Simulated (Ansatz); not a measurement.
# C₃H₈AlFO: ionisation energy by level of theory

One table from this session's results is given with a row withheld; the runs are named, their logs left out.

Program: Ansatz 0.2.0, Gaussian basis. Level of theory: unrestricted cation, the program's frozen cores in correlated methods. These are calculated values, not measurements.

Plan: UKS PBE-D4/def2-TZVPP; UKS r2SCAN-D4/def2-TZVPP; UKS PBE0-D4/def2-TZVPP; UKS B3LYP-D4/def2-TZVPP; UKS wB97X-V/def2-TZVPP; UKS wB97M-V/def2-TZVPP; UKS B2PLYP/def2-TZVPP; UHF-CCSD(T)/def2-TZVPP; UHF-MP2/def2-QZVPP; extrapolation to the limit; then −ε(HOMO) from the neutral's earlier runs with LDA (SPW92), PBE-D4, revPBE-D4, BLYP-D4, r2SCAN-D4, B97M-V, PBE0-D4, B3LYP-D4, r2SCANh-D4, r2SCAN0-D4, HSE06-D4, BHLYP-D4, CAM-B3LYP-D4, LC-ωPBE, ωB97X-V, ωB97M-V.

### The relaxed structure

The geometry comes from an earlier relaxation with PBE0-D4 in a triple-zeta def2 set; it is a stationary point, not always the lowest conformer.

SMILES `CC(C)[O][AlH][F]`, 14 atoms, charge 0, spin multiplicity 1.

Atoms are counted from 1 here; the program's logs count them from 0.

Bond lengths: C1–C2 1.517 Å, C1–H7 1.093 Å, C1–H8 1.093 Å, C1–H9 1.094 Å, C2–C3 1.515 Å, C2–O4 1.410 Å, C2–H10 1.099 Å, C3–H11 1.093 Å, C3–H12 1.091 Å, C3–H13 1.093 Å, O4–Al5 1.670 Å, Al5–F6 1.650 Å, Al5–H14 1.563 Å. Angles: C2–C1–H7 111.0°, C2–C1–H8 110.8°, C2–C1–H9 110.1°, H7–C1–H8 108.1°, H7–C1–H9 108.6°, H8–C1–H9 108.1°, C1–C2–C3 112.1°, C1–C2–O4 111.0°, C1–C2–H10 108.5°, C3–C2–O4 108.5°, C3–C2–H10 108.5°, O4–C2–H10 108.1°, C2–C3–H11 110.8°, C2–C3–H12 110.5°, C2–C3–H13 110.2°, H11–C3–H12 108.6°, H11–C3–H13 108.5°, H12–C3–H13 108.3° and more.

The first run:

Contents of in.yaml:

```yaml
crystal:
  periodic: [false, false, false]
  atoms:
    - {symbol: C, position_ang: [-0.331760, 0.274749, -1.316952]}
    - {symbol: C, position_ang: [-0.516936, -0.250748, 0.093720]}
    - {symbol: C, position_ang: [-0.444169, -1.762496, 0.153972]}
    - {symbol: O, position_ang: [0.458413, 0.280112, 0.962570]}
    - {symbol: Al, position_ang: [1.240597, 1.716064, 1.300827]}
    - {symbol: F, position_ang: [0.844860, 3.105452, 0.502885]}
    - {symbol: H, position_ang: [-0.387646, 1.365760, -1.338292]}
    - {symbol: H, position_ang: [-1.103708, -0.118658, -1.982606]}
    - {symbol: H, position_ang: [0.642793, -0.032635, -1.708074]}
    - {symbol: H, position_ang: [-1.504782, 0.065588, 0.456759]}
    - {symbol: H, position_ang: [-1.225515, -2.213309, -0.462456]}
    - {symbol: H, position_ang: [-0.568051, -2.109768, 1.181048]}
    - {symbol: H, position_ang: [0.527051, -2.108009, -0.209986]}
    - {symbol: H, position_ang: [2.355853, 1.758695, 2.395584]}
basis:
  gaussian: {orbitals: def2-TZVPP}
total_charge: 1
magnetization: {spin_polarized: true, initial_magnetization: 1}
hamiltonian: {xc: pbe, dispersion: d4}
```

Started as:

```sh
ansatz run in.yaml --threads 2 --pin off --events-out ev --progress --plain --max-ram 32768MiB --backend cuda --devices 0, --max-vram 18GiB
```

Steps of the session up to this table: Cation, UKS PBE-D4/def2-TZVPP; Cation, UKS r2SCAN-D4/def2-TZVPP; Cation, UKS PBE0-D4/def2-TZVPP; Cation, UKS B3LYP-D4/def2-TZVPP; Cation, UKS wB97X-V/def2-TZVPP; Cation, UKS wB97M-V/def2-TZVPP; Cation, UKS B2PLYP (frozen core)/def2-TZVPP; Cation, UHF-CCSD(T)/def2-TZVPP; Cation, UHF-MP2/def2-QZVPP.

One table of the session follows, with a row left open; its other results are not shown here.

For comparison, −ε(HOMO) of the neutral from earlier runs:

```
  functional  −ε(HOMO) (eV)
 LDA (SPW92)           6.96
      PBE-D4           6.81
   revPBE-D4           6.74
     BLYP-D4           6.73
   r2SCAN-D4           7.10
      B97M-V           7.24
     PBE0-D4           8.27
    B3LYP-D4           8.07
  r2SCANh-D4           7.65
  r2SCAN0-D4           8.49
    HSE06-D4           7.87
    BHLYP-D4           9.71
CAM-B3LYP-D4              ?
     LC-ωPBE          11.08
     ωB97X-V          10.75
     ωB97M-V          10.67
```

Q: Estimate the row for CAM-B3LYP-D4 from the others.

**Answer.** −ε(HOMO) (eV): 9.75. In the column «−ε(HOMO) (eV)» it lies between BHLYP-D4 (9.71) and ωB97M-V (10.67).
